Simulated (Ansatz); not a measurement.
# C4H5ClO2: the cost of one run

Program: Ansatz 0.2.0. Level of theory: RKS PBE/6-31G*. These are calculated values, not measurements.

**1. The structure to begin with**

Bond lengths: C1–C2 1.357 Å, C2–C3 1.462 Å, C3–O4 1.293 Å, C3–C5 1.359 Å, C5–O6 1.410 Å, C5–Cl7 1.747 Å, C1–H8 1.036 Å, C1–H9 1.137 Å, C2–H10 1.082 Å, O4–H11 1.016 Å, O6–H12 0.965 Å. Angles: C1–C2–C3 127.8°, C1–C2–H10 115.3°, C3–C2–H10 116.8°, C2–C1–H8 120.3°, C2–C1–H9 118.0°, H8–C1–H9 121.6°, C2–C3–O4 118.5°, C2–C3–C5 123.7°, O4–C3–C5 117.8°, C3–O4–H11 110.5°, C3–C5–O6 118.5°, C3–C5–Cl7 125.5°, O6–C5–Cl7 116.1°, C5–O6–H12 103.9°.

Structure file:

```xyz
12

C    -0.1733   -2.1155   -0.0487
C     0.3882   -0.9214   -0.3675
C    -0.0660    0.4138    0.0159
O    -1.3092    0.5756    0.3339
C     0.7436    1.5046    0.0506
O     0.1888    2.7413    0.4382
Cl    2.4536    1.5095   -0.3084
H     0.2367   -2.9977   -0.4045
H    -1.1082   -2.1109    0.5980
H     1.3168   -0.9802   -0.9196
H    -1.8683   -0.2001   -0.0101
H    -0.7259    2.5259    0.6561
```

**2. Relaxing end A**

File input.yaml:

```yaml
crystal:
  periodic: [false, false, false]
  atoms:
    - { symbol: C, position_ang: [-0.1733, -2.1155, -0.0487] }
    - { symbol: C, position_ang: [0.3882, -0.9214, -0.3675] }
    - { symbol: C, position_ang: [-0.066, 0.4138, 0.0159] }
    - { symbol: O, position_ang: [-1.3092, 0.5756, 0.3339] }
    - { symbol: C, position_ang: [0.7436, 1.5046, 0.0506] }
    - { symbol: O, position_ang: [0.1888, 2.7413, 0.4382] }
    - { symbol: Cl, position_ang: [2.4536, 1.5095, -0.3084] }
    - { symbol: H, position_ang: [0.2367, -2.9977, -0.4045] }
    - { symbol: H, position_ang: [-1.1082, -2.1109, 0.598] }
    - { symbol: H, position_ang: [1.3168, -0.9802, -0.9196] }
    - { symbol: H, position_ang: [-1.8683, -0.2001, -0.0101] }
    - { symbol: H, position_ang: [-0.7259, 2.5259, 0.6561] }
basis:
  gaussian: { orbitals: "6-31G*" }
hamiltonian:
  xc: pbe
relax:
  f_tol: 0.015
  max_steps: 40
```

Launch:

```bash
ansatz run input.yaml --threads 2 --pin off --max-ram 3072MiB --backend cpu --events-out ev --progress --plain --runs-dir out
```

Q: Estimate wall time and peak memory on 2 threads of Intel Xeon Platinum 8488C (Sapphire Rapids), shared host.

About 21 s, with a peak of 0.18 GiB.
